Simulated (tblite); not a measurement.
# C3H13O2PSi2: the cost of one run

Programs: tblite 0.8.0 and PySCF 2.14.0, with density-fitted response routines of our own. Each step states its level of theory. These are calculated values for one molecule in the gas phase, unless marked as measured. Atoms are numbered from 0 throughout.

## (1) The molecule as given

21 atoms, charge 0, multiplicity 1; geometry from: force field or distance geometry start.

Bonds of the start (Å): C0–C1 1.53, C1–C2 1.51, C1–O3 1.43, O3–Si4 1.65, Si4–P5 2.20, Si4–O6 1.64, O6–Si7 1.66, C0–H8 1.09, C0–H9 1.10, C0–H10 1.10, C1–H11 1.09, C2–H12 1.10, C2–H13 1.10, C2–H14 1.11, Si4–H15 1.48, P5–H16 1.40, P5–H17 1.42, Si7–H18 1.48, Si7–H19 1.48, Si7–H20 1.47.

## (2) Relaxing the molecule with GFN2-xTB

The job: settings as JSON, then the geometry in Å.

```
{"job": {"kind": "relax", "xc": "GFN2-xTB", "basis": "xTB"}, "charge": 0, "multiplicity": 1}
C     -1.599000     0.419000     1.568600
C     -1.419900     0.436600     0.045600
C     -2.753800     0.336400    -0.650500
O     -0.649500    -0.704900    -0.327800
Si     0.917300    -0.532000    -0.829200
P      1.701800    -2.552400    -1.229300
O      1.826300     0.202100     0.324500
Si     3.269500     1.004600     0.469700
H     -0.637000     0.484300     2.083000
H     -2.233400     1.260100     1.900200
H     -2.079000    -0.513700     1.898000
H     -0.935500     1.369600    -0.240500
H     -3.284700    -0.590700    -0.388600
H     -2.618400     0.333900    -1.742900
H     -3.412400     1.191800    -0.389000
H      0.930400     0.276300    -2.065700
H      0.599100    -3.021600    -1.961300
H      1.290400    -3.135300    -0.005500
H      3.478200     1.390900     1.886200
H      3.229400     2.225900    -0.364400
H      4.371300     0.136000     0.018100
```

Launch:

```bash
$ OMP_NUM_THREADS=1 python probes_run.py task.json out
```

This one command runs all jobs of the session in turn.

**Question.** How long does this first job take on 1 thread of Intel Xeon at 2.50GHz, shared host, and how much memory does it need?

About 6.1 s, with a peak of 0.18 GiB.
